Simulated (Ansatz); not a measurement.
# TiCo2: the cost of one run

Computed with Ansatz 0.2.0 (DFT, PAW plane waves, r2scan, unless a step's input says otherwise).

1 further run of the same task is left out (for a known fault of the program).

## 1. The starting structure

It takes space group Fd-3m (No. 227, cubic). Conventional cell: a = 6.704 Å, b = 6.704 Å, c = 6.704 Å, α = 90.00°, β = 90.00°, γ = 90.00°. Ti (site symmetry -43m) has 12 Co at 2.78 Å and 4 Ti at 2.90 Å as nearest neighbours. Co (site symmetry -3m) has 6 Co at 2.37 Å as nearest neighbours.

As a file:

```
Ti Co
1.0
     0.00000    3.35200    3.35200
     3.35200    0.00000    3.35200
     3.35200    3.35200    0.00000
Ti Co
2 4
Direct
  0.00000 0.00000 0.00000
  0.25000 0.25000 0.25000
  0.62500 0.62500 0.62500
  0.12500 0.62500 0.62500
  0.62500 0.62500 0.12500
  0.62500 0.12500 0.62500
```

## 2. A run

input.yaml

```yaml
crystal:
  lattice:
    - [0.0, 3.352, 3.352]
    - [3.352, 0.0, 3.352]
    - [3.352, 3.352, 0.0]
  atoms:
    - { symbol: Ti, position: [0.0, 0.0, 0.0] }
    - { symbol: Ti, position: [0.25, 0.25, 0.25] }
    - { symbol: Co, position: [0.625, 0.625, 0.625], spin: 3.0 }
    - { symbol: Co, position: [0.125, 0.625, 0.625], spin: 3.0 }
    - { symbol: Co, position: [0.625, 0.625, 0.125], spin: 3.0 }
    - { symbol: Co, position: [0.625, 0.125, 0.625], spin: 3.0 }
  symmetry: { tolerance: 0.0003 }
hamiltonian:
  xc: r2scan
  pseudopotentials: { kind: paw, azcp: { folder: soft_1 } }
basis:
  ecutwfc: 500
magnetization:
  spin_polarized: true
scf:
  occupations: { method: fermi_dirac, width: 0.05 }
kpoints:
  mp_grid: { grid: [9, 9, 9], shift: [0, 0, 0] }
output:
  forces: true
  stress: true
  eigenvalues: true
```

The run is started by

```
$ ansatz run input.yaml --threads 2 --pin off --max-ram 5632MiB --backend cpu --events-out ev --progress --plain --runs-dir out
```

What time and memory should one allow on 2 threads of Arm Neoverse V2, shared host?

About 54 s, with a peak of 0.79 GiB.
